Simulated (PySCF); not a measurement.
# CH6Cl2NSi+: magnetic properties

Wanted: magnetic properties for CH6Cl2NSi+ (`[NH3+][SiH2]C(Cl)Cl`).

Computed with PySCF 2.14.0 and routines of our own; the level stands in each step. Atoms count from 0.

### 1 The starting structure

11 atoms, charge 1, multiplicity 1; geometry from: GFN2-xTB.

### 2 Relaxing the molecule at PBE0-D3(BJ)/def2-SVP

The job: settings as JSON, then the geometry in Å.

```
{"job": {"xc": "PBE0", "basis": "def2-SVP", "d3": "d3bj", "grid": 1, "kind": "geom"}, "charge": 1, "multiplicity": 1}
N      1.272653    -0.336294    -0.387551
Si     0.113417     1.003824     0.278977
C     -1.433357    -0.135102     0.274979
Cl    -1.052587    -1.529022     1.339400
Cl    -1.663981    -0.686427    -1.417698
H      0.910543    -0.672406    -1.287330
H      1.249350    -1.141392     0.248863
H      2.245163    -0.053985    -0.516019
H      0.105407     2.000158    -0.780587
H      0.638072     1.271042     1.608962
H     -2.379257     0.282275     0.612041
```

Started as:

```
> OMP_NUM_THREADS=1 python excited_run.py task.json out
```

One launch serves the whole session: the jobs run in the order shown.

The program printed:

```text
step   0  E = -1305.14906642  max force = 0.021924
step   1  E = -1305.15020519  max force = 0.006585
step   2  E = -1305.15078652  max force = 0.002548
step   3  E = -1305.15102729  max force = 0.001363
step   4  E = -1305.15106022  max force = 0.000608
step   5  E = -1305.15106921  max force = 0.000173
optimisation converged
```

Run time: 34 s. Hardware: 1 thread of Arm Neoverse N1, shared host; peak memory 0.58 GiB.

The steps of the relaxation:

| step | energy from step 0 (eV) | largest force component (eV/Å) |
| --- | --- | --- |
| 0 | 0.0000 | 1.1274 |
| 1 | -0.0310 | 0.3386 |
| 2 | -0.0468 | 0.1310 |
| 3 | -0.0534 | 0.0701 |
| 4 | -0.0543 | 0.0313 |
| 5 | -0.0545 | 0.0089 |

Distances of close pairs at the start and the end, largest changes first:

| bond | before (Å) | after (Å) | change (Å) |
| --- | --- | --- | --- |
| Si1–C2 | 1.921 | 1.891 | -0.030 |
| Si1–H8 | 1.454 | 1.479 | +0.024 |
| Si1–H9 | 1.454 | 1.478 | +0.024 |
| C2–Cl4 | 1.795 | 1.782 | -0.014 |
| C2–Cl3 | 1.795 | 1.782 | -0.013 |
| C2–H10 | 1.087 | 1.099 | +0.012 |
| N0–H7 | 1.021 | 1.027 | +0.006 |
| N0–H5 | 1.026 | 1.032 | +0.005 |

The end geometry stands in the next job.

| at the end point | value |
| --- | --- |
| rotational constants (GHz, main isotopes) | 2.392, 2.128, 1.478 |

### 3 Magnetic properties: GIAO B97-2/aug-pcSseg-1

The job: settings as JSON, then the geometry in Å.

```
{"job": {"kind": "mag", "xc": "B97-2", "basis": "aug-pcSseg-1", "isotopologues": 2}, "charge": 1, "multiplicity": 1}
N      1.288741    -0.414998    -0.382369
Si     0.162554     0.893604     0.394675
C     -1.474681    -0.022859     0.163250
Cl    -1.325281    -1.554754     1.061569
Cl    -1.673642    -0.279317    -1.588445
H      0.956283    -0.616142    -1.338104
H      1.209949    -1.298128     0.143222
H      2.282063    -0.159433    -0.436379
H      0.353479     2.079668    -0.467335
H      0.632268     0.995009     1.792905
H     -2.365957     0.502740     0.533824
```

Method: GIAO B97-2/aug-pcSseg-1 magnetisability, rotational g tensor and spin-rotation constants, non-relativistic, gas phase.

The program printed:

```text
coarse grid: 10744 points
cycle   1  E = -1306.0783312810  dE =  6.063e-01  |g| = 3.781e-01  |ddm| = 4.250e+00
cycle   2  E = -1306.0428552658  dE =  3.548e-02  |g| = 5.666e-01  |ddm| = 1.590e+00
cycle   3  E = -1306.1221602314  dE = -7.930e-02  |g| = 6.743e-02  |ddm| = 8.892e-01
cycle   4  E = -1306.1232056334  dE = -1.045e-03  |g| = 2.739e-02  |ddm| = 1.561e-01
cycle   5  E = -1306.1233879955  dE = -1.824e-04  |g| = 3.137e-03  |ddm| = 4.996e-02
cycle   6  E = -1306.1233901612  dE = -2.166e-06  |g| = 1.040e-03  |ddm| = 9.332e-03
final grid: 89856 points
cycle   7  E = -1306.1245892568  dE = -4.211e-05  |g| = 8.065e-03  |ddm| = 6.467e-02
cycle   8  E = -1306.1245874615  dE =  1.795e-06  |g| = 6.858e-03  |ddm| = 1.788e-02
cycle   9  E = -1306.1245955480  dE = -8.087e-06  |g| = 2.104e-03  |ddm| = 1.142e-02
cycle  10  E = -1306.1245966631  dE = -1.115e-06  |g| = 3.394e-04  |ddm| = 3.121e-03
cycle  11  E = -1306.1245966932  dE = -3.020e-08  |g| = 4.738e-05  |ddm| = 6.665e-04
cycle  12  E = -1306.1245966937  dE = -4.402e-10  |g| = 1.779e-05  |ddm| = 1.002e-04
converged SCF energy = -1306.1245966937

Magnetisability tensor (1e-30 J/T^2)
    -1113.17       -0.58      -27.69
       -0.58    -1241.99       40.62
      -27.69       40.62    -1299.57
isotropic -1218.24   principal values   -1323.41  -1222.51  -1108.81
isotropic susceptibility -73.364 1e-6 cm^3/mol

Inertial axes            a          b          c
rot. const./GHz      2.3918     2.1284     1.4777
chi total           -69.226    -79.696    -71.171
chi diamagnetic    -550.090   -630.186   -834.133
chi paramagnetic    480.864    550.490    762.962
quadrupole/D A        8.536    -11.582      3.045
g nuclear            0.5346     0.5677     0.5297
g electronic        -0.5403    -0.5504    -0.5297
g total             -0.0057     0.0172     0.0001

Spin-rotation constants (kHz, H = +C I.J)
atom  isotope        aa         bb         cc
  0    14N        0.078      0.080      0.065
  3   35Cl        0.922      0.181      0.433
  4   35Cl        0.916      0.183      0.432
  5     1H       -0.234     -0.119     -0.118
  6     1H       -0.255     -0.102     -0.120
  7     1H       -0.052     -0.290     -0.149
  8     1H       -0.191     -0.022     -0.137
  9     1H       -0.187     -0.027     -0.136
 10     1H       -0.142     -0.276      0.020
  1   29Si*      -1.441     -1.243     -0.945
  2    13C*       0.611      0.386      0.298
* in the singly substituted isotopologue

Isotopologues: g along a, b, c
2H    at 5,6,7,8,9,10      -0.0060     0.0146     0.0000
15N   at 0                 -0.0060     0.0168     0.0001
```

Wall time 40 s (1 thread of Arm Neoverse N1, shared host); peak memory 0.85 GiB.

Key values:

| quantity | value |
| --- | --- |
| magnetisability | -1218·10⁻³⁰ J/T² |
| molar susceptibility | -73.4·10⁻⁶ cm³/mol |
| rotational g (a, b, c) | -0.0057, 0.0172, 0.0001 |

### 4 Magnetic properties: GIAO BHandHLYP/3-21G

The job, as its differences from that of step 3:

```diff
@@ -1,2 +1,2 @@
-{"job": {"kind": "mag", "xc": "B97-2", "basis": "aug-pcSseg-1", "isotopologues": 2}, "charge": 1, "multiplicity": 1}
+{"job": {"kind": "mag", "xc": "BHandHLYP", "basis": "3-21G"}, "charge": 1, "multiplicity": 1}
 N      1.288741    -0.414998    -0.382369
```

Method: GIAO BHandHLYP/3-21G magnetisability, rotational g tensor and spin-rotation constants, non-relativistic, gas phase.

The program printed:

```text
coarse grid: 10744 points
cycle   1  E = -1299.4414802070  dE = -2.899e-02  |g| = 4.642e-01  |ddm| = 2.926e+00
cycle   2  E = -1299.4520855464  dE = -1.061e-02  |g| = 5.306e-01  |ddm| = 1.407e+00
cycle   3  E = -1299.5237279367  dE = -7.164e-02  |g| = 2.931e-02  |ddm| = 5.473e-01
cycle   4  E = -1299.5240371152  dE = -3.092e-04  |g| = 1.572e-02  |ddm| = 6.716e-02
cycle   5  E = -1299.5241025895  dE = -6.547e-05  |g| = 4.188e-03  |ddm| = 1.941e-02
cycle   6  E = -1299.5241072368  dE = -4.647e-06  |g| = 1.287e-03  |ddm| = 6.001e-03
final grid: 89856 points
cycle   7  E = -1299.5752477082  dE = -4.460e-06  |g| = 1.718e-03  |ddm| = 8.349e-03
cycle   8  E = -1299.5752480409  dE = -3.327e-07  |g| = 1.464e-03  |ddm| = 4.008e-03
cycle   9  E = -1299.5752486041  dE = -5.632e-07  |g| = 2.144e-04  |ddm| = 1.871e-03
cycle  10  E = -1299.5752486174  dE = -1.334e-08  |g| = 5.229e-05  |ddm| = 2.855e-04
cycle  11  E = -1299.5752486185  dE = -1.124e-09  |g| = 4.396e-06  |ddm| = 1.113e-04
cycle  12  E = -1299.5752486186  dE = -1.774e-11  |g| = 1.350e-06  |ddm| = 1.437e-05
converged SCF energy = -1299.5752486186

Magnetisability tensor (1e-30 J/T^2)
    -1207.34       -1.88      -25.92
       -1.88    -1330.61       33.95
      -25.92       33.95    -1376.37
isotropic -1304.77   principal values   -1397.01  -1314.24  -1203.06
isotropic susceptibility -78.575 1e-6 cm^3/mol

Inertial axes            a          b          c
rot. const./GHz      2.3918     2.1284     1.4777
chi total           -74.891    -84.127    -76.707
chi diamagnetic    -553.967   -632.641   -839.290
chi paramagnetic    479.076    548.513    762.583
quadrupole/D A        8.617    -13.916      5.299
g nuclear            0.5346     0.5677     0.5297
g electronic        -0.5383    -0.5485    -0.5294
g total             -0.0037     0.0192     0.0003

Spin-rotation constants (kHz, H = +C I.J)
atom  isotope        aa         bb         cc
  0    14N        0.040      0.047      0.044
  3   35Cl        0.759      0.111      0.374
  4   35Cl        0.752      0.111      0.372
  5     1H       -0.276     -0.159     -0.153
  6     1H       -0.297     -0.141     -0.154
  7     1H       -0.091     -0.323     -0.176
  8     1H       -0.217     -0.044     -0.158
  9     1H       -0.213     -0.049     -0.157
 10     1H       -0.185     -0.293     -0.003
  1   29Si*      -1.130     -0.976     -0.709
  2    13C*       0.426      0.257      0.211
* in the singly substituted isotopologue
```

Run time: 8.8 s. Hardware: 1 thread of Arm Neoverse N1, shared host; peak memory 0.52 GiB.

Key values:

| quantity | value |
| --- | --- |
| magnetisability | -1305·10⁻³⁰ J/T² |
| molar susceptibility | -78.6·10⁻⁶ cm³/mol |
| rotational g (a, b, c) | -0.0037, 0.0192, 0.0003 |

### 5 Magnetic properties: GIAO X3LYP/6-31G

The job, as its differences from that of step 4:

```diff
@@ -1,2 +1,2 @@
-{"job": {"kind": "mag", "xc": "BHandHLYP", "basis": "3-21G"}, "charge": 1, "multiplicity": 1}
+{"job": {"kind": "mag", "xc": "X3LYP", "basis": "6-31G"}, "charge": 1, "multiplicity": 1}
 N      1.288741    -0.414998    -0.382369
```

Level: GIAO X3LYP/6-31G magnetisability, rotational g tensor and spin-rotation constants, non-relativistic, gas phase.

The program printed:

```text
coarse grid: 10744 points
cycle   1  E = -1305.8386500983  dE =  7.284e-01  |g| = 3.692e-01  |ddm| = 3.019e+00
cycle   2  E = -1305.8064045948  dE =  3.225e-02  |g| = 5.512e-01  |ddm| = 1.451e+00
cycle   3  E = -1305.8908672021  dE = -8.446e-02  |g| = 5.882e-02  |ddm| = 6.607e-01
cycle   4  E = -1305.8919087618  dE = -1.042e-03  |g| = 1.808e-02  |ddm| = 1.150e-01
cycle   5  E = -1305.8920090234  dE = -1.003e-04  |g| = 2.398e-03  |ddm| = 2.608e-02
cycle   6  E = -1305.8920106981  dE = -1.675e-06  |g| = 9.798e-04  |ddm| = 5.034e-03
final grid: 89856 points
cycle   7  E = -1305.8259095602  dE = -2.158e-06  |g| = 5.761e-03  |ddm| = 1.203e-02
cycle   8  E = -1305.8259001295  dE =  9.431e-06  |g| = 8.468e-03  |ddm| = 1.218e-02
cycle   9  E = -1305.8259174500  dE = -1.732e-05  |g| = 4.042e-04  |ddm| = 7.570e-03
cycle  10  E = -1305.8259174935  dE = -4.349e-08  |g| = 1.069e-04  |ddm| = 4.945e-04
cycle  11  E = -1305.8259174962  dE = -2.690e-09  |g| = 2.030e-05  |ddm| = 1.164e-04
cycle  12  E = -1305.8259174963  dE = -1.387e-10  |g| = 4.109e-06  |ddm| = 4.128e-05
converged SCF energy = -1305.8259174963

Magnetisability tensor (1e-30 J/T^2)
    -1156.03       -4.01      -28.67
       -4.01    -1286.75       37.54
      -28.67       37.54    -1337.40
isotropic -1260.06   principal values   -1360.09  -1269.21  -1150.88
isotropic susceptibility -75.883 1e-6 cm^3/mol

Inertial axes            a          b          c
rot. const./GHz      2.3918     2.1284     1.4777
chi total           -72.043    -81.905    -73.700
chi diamagnetic    -552.813   -631.807   -837.814
chi paramagnetic    480.770    549.903    764.114
quadrupole/D A        8.617    -13.371      4.753
g nuclear            0.5346     0.5677     0.5297
g electronic        -0.5402    -0.5499    -0.5305
g total             -0.0056     0.0178    -0.0007

Spin-rotation constants (kHz, H = +C I.J)
atom  isotope        aa         bb         cc
  0    14N        0.059      0.062      0.052
  3   35Cl        0.909      0.170      0.467
  4   35Cl        0.902      0.170      0.465
  5     1H       -0.266     -0.153     -0.150
  6     1H       -0.286     -0.135     -0.151
  7     1H       -0.082     -0.316     -0.174
  8     1H       -0.209     -0.041     -0.155
  9     1H       -0.206     -0.046     -0.154
 10     1H       -0.174     -0.284      0.005
  1   29Si*      -1.290     -1.123     -0.817
  2    13C*       0.527      0.334      0.272
* in the singly substituted isotopologue
```

It took 11 s on 1 thread of Arm Neoverse N1, shared host; peak memory 0.54 GiB.

Key values:

| quantity | value |
| --- | --- |
| magnetisability | -1260·10⁻³⁰ J/T² |
| molar susceptibility | -75.9·10⁻⁶ cm³/mol |
| rotational g (a, b, c) | -0.0056, 0.0178, -0.0007 |

### 6 Magnetic properties side by side

| level | ξ (10⁻³⁰ J/T²) | g(a) | g(b) | gap (eV) | functions | time |
| --- | --- | --- | --- | --- | --- | --- |
| GIAO B97-2/aug-pcSseg-1 | -1218 | -0.0057 | 0.0172 | 6.97 | 205 | 40 s |
| GIAO BHandHLYP/3-21G | -1305 | -0.0037 | 0.0192 | 9.65 | 69 | 8.8 s |
| GIAO X3LYP/6-31G | -1260 | -0.0056 | 0.0178 | 7.00 | 69 | 11 s |

### 7 Results

```
                                                quantity                      value
                    rotational constants (main isotopes)       2.39, 2.13, 1.48 GHz
       magnetisability (step 3, GIAO B97-2/aug-pcSseg-1)           -1218·10⁻³⁰ J/T²
  molar susceptibility (step 3, GIAO B97-2/aug-pcSseg-1)         -73.4·10⁻⁶ cm³/mol
rotational g (a, b, c) (step 3, GIAO B97-2/aug-pcSseg-1)    -0.0057, 0.0172, 0.0001
                         magnetisability over the levels  -1305 to -1218·10⁻³⁰ J/T²
```

What this shows: Relaxing lowered the energy by 0.054 eV in 5 steps; the close pair that moved most is Si1–C2, from 1.921 to 1.891 Å. For an ion, the motion of the centre of mass in the field is left out. The magnetisability spreads by 6.9 % over 3 levels, from GIAO BHandHLYP/3-21G (8.8 s) to GIAO B97-2/aug-pcSseg-1 (40 s); the runs took 8.8 s to 40 s. Vibrational averaging and real surroundings are missing from these values.
